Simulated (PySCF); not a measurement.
**Pb(CH3)I: other functionals and bases at one geometry**

An exercise on one series of results from a longer session: the logs are not shown, and one member is left open.

Computed with PySCF 2.14.0. Level: several levels, as the steps say, no spin–orbit coupling.

3 further runs of the same task are left out: 2 for a known fault of the program, 1 that didn't finish.

## The system as given

6 atoms, charge 0, spin multiplicity 1.

Bond lengths: Pb1–C2 2.330 Å, Pb1–I6 2.874 Å, C2–H3 1.109 Å, C2–H4 1.110 Å, C2–H5 1.110 Å. Angles: C2–Pb1–I6 94.9°, Pb1–C2–H3 111.0°, Pb1–C2–H4 109.0°, Pb1–C2–H5 109.0°, H3–C2–H4 109.8°, H3–C2–H5 109.8°, H4–C2–H5 108.1°.

As a file:

```mol
CH3IPb
  3D, bonds by distance, orders not assigned

  6  5  0  0  0  0  0  0  0  0999 V2000
    1.0475    0.0000   -0.9891 Pb  0  0
    2.8615    0.0000    0.4737 C   0  0
    3.8211    0.0000   -0.0832 H   0  0
    2.8035    0.8984    1.1226 H   0  0
    2.8035   -0.8984    1.1226 H   0  0
   -0.9395    0.0000    1.0869 I   0  0
  1  2  8  0
  1  6  8  0
  2  3  8  0
  2  4  8  0
  2  5  8  0
M  END
```

Formal oxidation states: Pb +2. An earlier session relaxed this geometry at BP86, Pb def2-SVP with ECP60, C def2-SVP, H def2-SVP, I def2-SVP with ECP28 (singlet, point group Cs).

At BP86 on the finer grid: E = -530.784715 Eh, HOMO -5.55 eV, LUMO -3.65 eV, Mulliken charge on Pb1 +0.46 e, largest force component 0.034 eV/Å. 

Levels to run: revPBE; wB97X; HF; PBE; BP86, TZVP; BP86, x2c-SVP. Hardware: 2 threads of Arm Neoverse V2, shared host.

The first run:

File run.py (the lines that set the calculation):

```python
mol = gto.M(atom='''
Pb     1.04746     0.00000    -0.98914
C      2.86154     0.00000     0.47365
H      3.82108     0.00000    -0.08324
H      2.80350     0.89838     1.12261
H      2.80350    -0.89838     1.12261
I     -0.93955     0.00000     1.08693''',
    basis={'Pb': 'def2-SVP', 'C': 'def2-SVP', 'H': 'def2-SVP', 'I': 'def2-SVP'},
    ecp={'Pb': 'def2-SVP', 'I': 'def2-SVP'},
    charge=0, spin=0)
mf = dft.RKS(mol, xc='PBE_R,PBE')
mf.grids.atom_grid = (75, 302)
mf = mf.density_fit()  # fitting sets: Pb def2-universal-JKFIT, C def2-universal-JKFIT, H def2-universal-JKFIT, I def2-universal-JKFIT
mf.conv_tol = 1e-08; mf.max_cycle = 55
mf.kernel(dm0)  # dm0: the density of the relaxed state
```

On the command line:

```
OMP_NUM_THREADS=2 python run.py
```

Steps of the session up to this table: revPBE; wB97X; HF; PBE; BP86, TZVP; BP86, x2c-SVP.

One table of the session follows, with a row left open; its other results are not shown here.

```
              level  HOMO (eV)  gap (eV)  charge on Pb1 (e)  dipole (D)  largest force component (eV/Å)
BP86 (relaxed here)      -5.55      1.90               0.46        3.48                            0.03
             revPBE      -5.38      1.97               0.48        3.54                            0.10
              wB97X      -8.53      7.41               0.56        4.17                            0.43
                 HF          ?         ?                  ?           ?                               ?
                PBE      -5.43      1.92               0.46        3.46                            0.06
         BP86, TZVP      -5.65      1.95               0.58        3.52                            0.28
      BP86, x2c-SVP      -5.51      1.89               0.49        3.21                            0.44
```

**Question.** Estimate the row for HF.

**Answer.** HOMO (eV): -8.61; gap (eV): 8.36; charge on Pb1 (e): 0.69; dipole (D): 4.63; largest force component (eV/Å): 0.53. In the column «HOMO (eV)» it is the lowest.

In one basis the HOMO–LUMO gap runs from 1.90 eV (BP86) to 8.36 eV (HF). The largest leftover force, 0.53 eV/Å with HF, stands at a geometry relaxed at another level. Total energies of different levels can't be compared.
